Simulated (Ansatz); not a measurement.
# AlClFH₂N: how energies converge with the basis set

The task here is to estimate one member of a computed series from the others.

Computed with Ansatz 0.2.0, Gaussian basis. Level: one geometry, several basis sets.

Plan: PBE0-D4/def2-SVP; ωB97M-V/def2-SVP; PBE0-D4/def2-QZVPP; ωB97M-V/def2-QZVPP; the functionals' def2-TZVPP values are taken from earlier runs.

**The relaxed structure**

An earlier PBE0-D4 in a triple-zeta def2 set relaxation fixed the geometry.

SMILES `[NH2][Al]([F])[Cl]`, 6 atoms, charge 0, spin multiplicity 1.

Atoms are counted from 1 here; the program's logs count them from 0.

Bond lengths: N1–Al2 1.746 Å, N1–H5 1.006 Å, N1–H6 1.006 Å, Al2–F3 1.641 Å, Al2–Cl4 2.079 Å. Angles: Al2–N1–H5 124.6°, Al2–N1–H6 124.3°, H5–N1–H6 111.1°, N1–Al2–F3 119.8°, N1–Al2–Cl4 121.2°, F3–Al2–Cl4 119.0°.

Coordinates:

```mol
AlClFH2N
  3D, bonds by distance, orders not assigned

  6  5  0  0  0  0  0  0  0  0999 V2000
   -0.1123    0.9826   -0.0258 N   0  0
    0.1525   -0.7391    0.0923 Al  0  0
    1.0418   -1.3455    1.3311 F   0  0
   -0.6411   -2.0494   -1.3136 Cl  0  0
    0.2463    1.6615    0.6248 H   0  0
   -0.6451    1.4260   -0.7549 H   0  0
  1  2  8  0
  2  3  8  0
  2  4  8  0
  1  5  8  0
  1  6  8  0
M  END
```

The first run:

Input file in.yaml:

```yaml
crystal:
  periodic: [false, false, false]
  atoms:
    - {symbol: N, position_ang: [-0.112271, 0.982553, -0.025794]}
    - {symbol: Al, position_ang: [0.152507, -0.739085, 0.092268]}
    - {symbol: F, position_ang: [1.041755, -1.345498, 1.331111]}
    - {symbol: Cl, position_ang: [-0.641135, -2.049374, -1.313605]}
    - {symbol: H, position_ang: [0.246294, 1.661487, 0.624758]}
    - {symbol: H, position_ang: [-0.645149, 1.426016, -0.754937]}
basis:
  gaussian: {orbitals: def2-SVP}
hamiltonian: {xc: pbe0, dispersion: d4}
output: {orbitals: {seedname: orbitals}}
```

Among the steps run: PBE0-D4 in def2-SVP; ωB97M-V in def2-SVP; PBE0-D4 in def2-QZVPP; ωB97M-V in def2-QZVPP.

One table of the session follows, with a row left open; its other results are not shown here.

It belongs to the step «Functionals by basis». 

| functional | basis | HOMO (eV) |
| --- | --- | --- |
| PBE0-D4 | def2-SVP | -7.81 |
| PBE0-D4 | def2-TZVPP | -8.03 |
| PBE0-D4 | def2-QZVPP | ? |
| ωB97M-V | def2-SVP | -10.18 |
| ωB97M-V | def2-TZVPP | -10.43 |
| ωB97M-V | def2-QZVPP | -10.49 |

Estimate the missing values for PBE0-D4, def2-QZVPP.

As computed: HOMO (eV): -8.09. In the column «HOMO (eV)» it lies between ωB97M-V, def2-SVP (-10.18) and PBE0-D4, def2-TZVPP (-8.03).
